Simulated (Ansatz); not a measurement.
# H4Si2: the cost of one run

Method: PBE0-D4/def2-TZVP structures, single points in def2-TZVPP, no counterpoise correction; program: Ansatz 0.2.0, Gaussian basis.

Levels: SPW92, PBE-D4, BLYP-D4, r2SCAN-D4, B97M-V, PBE0-D4, B3LYP-D4, r2SCAN0-D4, BHLYP-D4, CAM-B3LYP-D4, wB97X-V, wB97M-V, B2PLYP, PBE-QIDH, RPA on PBE, Hartree-Fock, MP2, CCSD, CCSD(T).

Cores are frozen in the correlated methods. B3LYP uses VWN-RPA correlation. B2PLYP carries no dispersion term here.

56 further runs of the same task are left out: 56 set aside as unsound or not needed.

## (1) The starting structure

The complex: 13 atoms, charge 0, spin multiplicity 1.

Atoms are counted from 1 here; the program's logs count them from 0.

Bond lengths: Si1–N2 2.015 Å, Si1–H5 1.528 Å, Si1–Si6 2.380 Å, N2–C3 1.470 Å, N2–H4 1.015 Å, N2–H7 1.017 Å, C3–H8 1.090 Å, C3–H9 1.090 Å, C3–H10 1.091 Å, Si6–H11 1.492 Å, Si6–H12 1.509 Å, Si6–H13 1.496 Å. Angles: N2–Si1–H5 88.5°, N2–Si1–Si6 90.0°, H5–Si1–Si6 90.0°, Si1–N2–C3 113.1°, Si1–N2–H4 106.8°, Si1–N2–H7 109.1°, C3–N2–H4 110.1°, C3–N2–H7 110.3°, H4–N2–H7 107.2°, N2–C3–H8 108.5°, N2–C3–H9 108.7°, N2–C3–H10 111.8°, H8–C3–H9 108.3°, H8–C3–H10 110.1°, H9–C3–H10 109.4°, Si1–Si6–H11 112.8°, Si1–Si6–H12 111.2°, Si1–Si6–H13 115.0° and more.

As a file:

```mol
CH9NSi2
  3D, bonds by distance, orders not assigned

 13 12  0  0  0  0  0  0  0  0999 V2000
    0.6742   -0.1858    1.5122 Si  0  0
   -0.3400    1.0857    0.3229 N   0  0
    0.4165    1.4873   -0.8712 C   0  0
   -0.5621    1.9006    0.8865 H   0  0
   -0.6088   -0.3941    2.3149 H   0  0
    0.0743   -1.9953    0.0876 Si  0  0
   -1.2216    0.6571    0.0541 H   0  0
    1.3804    1.8837   -0.5525 H   0  0
    0.5957    0.6039   -1.4838 H   0  0
   -0.1204    2.2339   -1.4589 H   0  0
   -0.1145   -3.2756    0.8294 H   0  0
   -1.2222   -1.7156   -0.6316 H   0  0
    1.0484   -2.2859   -1.0098 H   0  0
  1  2  8  0
  1  5  8  0
  1  6  8  0
  2  3  8  0
  2  4  8  0
  2  7  8  0
  3  8  8  0
  3  9  8  0
  3 10  8  0
  6 11  8  0
  6 12  8  0
  6 13  8  0
M  END
```

Its parts: Si₂H₄ holds atoms 1, 5, 6, 11, 12, 13; CH₅N holds atoms 2, 3, 4, 7, 8, 9, 10. Each part counts its atoms afresh in its own runs.

## (2) Relaxing Si₂H₄ alone

relax-a/in.yaml

```yaml
crystal:
  periodic: [false, false, false]
  atoms:
    - {symbol: Si, position_ang: [0.674210, -0.185840, 1.512165]}
    - {symbol: H, position_ang: [-0.608766, -0.394055, 2.314905]}
    - {symbol: Si, position_ang: [0.074301, -1.995285, 0.087558]}
    - {symbol: H, position_ang: [-0.114462, -3.275585, 0.829449]}
    - {symbol: H, position_ang: [-1.222204, -1.715599, -0.631617]}
    - {symbol: H, position_ang: [1.048432, -2.285906, -1.009838]}
basis:
  gaussian: {orbitals: def2-TZVP}
hamiltonian: {xc: pbe0, dispersion: d4}
relax: {f_tol: 0.005, max_steps: 200}
```

Started as:

```
$ ansatz run in.yaml --threads 4 --pin off --events-out ev --progress --plain --max-ram 9574MiB
```

**Question.** How long does this run take on 4 threads of Intel Xeon at 2.50GHz, shared host?

About 9.5 s.
